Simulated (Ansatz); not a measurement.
# RbNb3: the cost of one run

Method: DFT PBE, scalar-relativistic, plane waves, PAW, in Ansatz 0.2.0.

## 1. The system as given

The structure is tetragonal, space group I4/mmm (No. 139). The conventional cell has a = 4.303 Å, b = 4.303 Å, c = 9.613 Å, α = 90.00°, β = 90.00°, γ = 90.00°. Rb (site symmetry 4/mmm) has 12 Nb at 3.04 to 3.23 Å as nearest neighbours. Nb (site symmetry 4/mmm) has 4 Rb at 3.04 Å and 8 Nb at 3.23 Å as nearest neighbours. Nb (site symmetry -4m2) has 8 Nb at 3.04 to 3.23 Å and 4 Rb at 3.23 Å as nearest neighbours.

As a file:

```
CELL_PARAMETERS angstrom
-2.15165 2.15165 4.80629
2.15165 -2.15165 4.80629
2.15165 2.15165 -4.80629
ATOMIC_POSITIONS crystal
Rb 0.00000 0.00000 0.00000
Nb 0.50000 0.50000 0.00000
Nb 0.25000 0.75000 0.50000
Nb 0.75000 0.25000 0.50000
```

This is candidate A: TiAl3 (D0_22) type (I4/mmm, No. 139).

(A quick probe on a coarse mesh, which set the mesh and smearing, is not shown.)

## 3. Relaxing cell and atoms (candidate A)

Input file input.yaml:

```yaml
crystal:
  lattice:
    - [-2.1516537431, 2.1516537431, 4.8062914781]
    - [2.1516537431, -2.1516537431, 4.8062914781]
    - [2.1516537431, 2.1516537431, -4.8062914781]
  atoms:
    - { symbol: Rb, position: [0.0, 0.0, 0.0] }
    - { symbol: Nb, position: [0.5, 0.5, 0.0] }
    - { symbol: Nb, position: [0.25, 0.75, 0.5] }
    - { symbol: Nb, position: [0.75, 0.25, 0.5] }
basis:
  ecutwfc: 420
kpoints:
  mp_grid: { grid: [16, 16, 16] }
hamiltonian:
  xc: pbe
scf:
  occupations: { method: gaussian, width: 0.1 }
output:
  forces: true
  stress: true
  eigenvalues: true
  write_density: true
  write_potential: true
  elf: true
  volumetric_format: npy
relax:
  adjacent_minimum: "off"
  f_tol: 0.01
  max_steps: 80
  cell: { stress_tol: 0.05 }
```

Command:

```
> ansatz run input.yaml --threads 1 --pin off --max-ram 2560MiB --backend cpu --events-out ev --progress --plain --runs-dir out
```

Q: Estimate wall time and peak memory on 1 thread of Intel Xeon 6975P-C (Granite Rapids), shared host.

About 9.6 min, with a peak of 0.93 GiB.
